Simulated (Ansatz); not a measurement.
**CH₅BFNO: a ladder of functionals and wavefunction methods**

The task here is to estimate one member of a computed series from the others.

Method: functionals in def2-TZVPP, the program's frozen cores in correlated methods; program: Ansatz 0.2.0, Gaussian basis.

Plan: LDA (SPW92), PBE-D4, revPBE-D4, BLYP-D4, r2SCAN-D4, B97M-V, PBE0-D4, B3LYP-D4, r2SCANh-D4, r2SCAN0-D4, HSE06-D4, BHLYP-D4, CAM-B3LYP-D4, LC-ωPBE, ωB97X-V, ωB97M-V, B2PLYP, PBE-QIDH; CCSD(T)/def2-SVP; CCSD(T)/def2-TZVPP; MP2/def2-QZVPP; extrapolation to the limit; RPA on PBE.

**The geometry**

An earlier PBE0-D4 in a triple-zeta def2 set relaxation fixed the geometry.

SMILES `CNB(O)F`, 10 atoms, charge 0, spin multiplicity 1.

Atoms are counted from 1 here; the program's logs count them from 0.

Bond lengths: C1–N2 1.445 Å, C1–H6 1.095 Å, C1–H7 1.089 Å, C1–H8 1.095 Å, N2–B3 1.405 Å, N2–H9 1.005 Å, B3–O4 1.366 Å, B3–F5 1.338 Å, O4–H10 0.957 Å. Angles: N2–C1–H6 111.8°, N2–C1–H7 109.1°, N2–C1–H8 111.8°, H6–C1–H7 107.9°, H6–C1–H8 108.2°, H7–C1–H8 107.9°, C1–N2–B3 125.4°, C1–N2–H9 114.7°, B3–N2–H9 119.9°, N2–B3–O4 125.3°, N2–B3–F5 119.0°, O4–B3–F5 115.7°, B3–O4–H10 114.7°.

As a file:

```xyz
10
CH5BFNO
C    -1.2837   -0.5198    0.3371
N     0.1348   -0.2479    0.3052
B     0.7755    0.6326   -0.5828
O     2.1170    0.8882   -0.6109
F     0.0407    1.2905   -1.4875
H    -1.7285   -0.2459    1.2990
H    -1.7759    0.0657   -0.4382
H    -1.4993   -1.5762    0.1488
H     0.6739   -0.7487    0.9902
H     2.6286    0.4102    0.0420
```

Set-up of the first run:

Contents of in.yaml:

```yaml
crystal:
  periodic: [false, false, false]
  atoms:
    - {symbol: C, position_ang: [-1.283688, -0.519756, 0.337111]}
    - {symbol: N, position_ang: [0.134785, -0.247882, 0.305204]}
    - {symbol: B, position_ang: [0.775507, 0.632609, -0.582759]}
    - {symbol: O, position_ang: [2.117041, 0.888229, -0.610905]}
    - {symbol: F, position_ang: [0.040678, 1.290511, -1.487462]}
    - {symbol: H, position_ang: [-1.728535, -0.245865, 1.298968]}
    - {symbol: H, position_ang: [-1.775916, 0.065699, -0.438195]}
    - {symbol: H, position_ang: [-1.499265, -1.576217, 0.148809]}
    - {symbol: H, position_ang: [0.673948, -0.748697, 0.990223]}
    - {symbol: H, position_ang: [2.628645, 0.410168, 0.042005]}
basis:
  gaussian: {orbitals: def2-TZVPP}
hamiltonian: {xc: lda}
output: {orbitals: {seedname: orbitals}}
```

On the command line:

```console
$ ansatz run in.yaml --threads 4 --pin off --events-out ev --progress --plain --max-ram 10444MiB
```

Among the steps run: LDA; PBE-D4 (GGA); revPBE-D4 (GGA); BLYP-D4 (GGA); r2SCAN-D4 (meta-GGA); B97M-V (meta-GGA); B3LYP-D4 (hybrid); r2SCANh-D4 (hybrid); r2SCAN0-D4 (hybrid); HSE06-D4 (hybrid); BHLYP-D4 (hybrid); CAM-B3LYP-D4 (range-separated); LC-ωPBE (range-separated); ωB97X-V (range-separated); ωB97M-V (range-separated); B2PLYP (double hybrid); PBE-QIDH (double hybrid).

One of the session's tables, all rows but one given; the rest of the session is left out.

It belongs to the step «Orbital energies across the functionals». 

| functional | HOMO (eV) | LUMO (eV) | gap (eV) |
| --- | --- | --- | --- |
| LDA (SPW92) | -6.11 | -0.51 | 5.60 |
| PBE-D4 | -5.96 | -0.38 | 5.58 |
| revPBE-D4 | -5.89 | -0.32 | 5.58 |
| BLYP-D4 | -5.86 | -0.43 | 5.42 |
| r2SCAN-D4 | -6.24 | 0.39 | 6.63 |
| B97M-V | -6.34 | -0.14 | 6.21 |
| PBE0-D4 | -7.40 | 0.44 | 7.84 |
| B3LYP-D4 | -7.17 | 0.06 | 7.24 |
| r2SCANh-D4 | -6.78 | 0.62 | 7.40 |
| r2SCAN0-D4 | ? | ? | ? |
| HSE06-D4 | -6.99 | 0.08 | 7.07 |
| BHLYP-D4 | -8.77 | 0.99 | 9.76 |
| CAM-B3LYP-D4 | -8.84 | 1.14 | 9.98 |
| LC-ωPBE | -10.22 | 2.46 | 12.68 |
| ωB97X-V | -9.84 | 2.27 | 12.11 |
| ωB97M-V | -9.74 | 1.76 | 11.50 |

Q: Estimate the row for r2SCAN0-D4 from the others.

Worked estimate for «HOMO (eV)». Against the share of exact exchange, r2SCAN-D4 (0, -6.24), r2SCANh-D4 (0.1, -6.78) give a slope of -5.40 per unit share; at 0.25 the line stands at -7.59.

**Answer.** HOMO (eV): -7.60; LUMO (eV): 0.94; gap (eV): 8.54. In «HOMO (eV)» the line misses by +0.01.
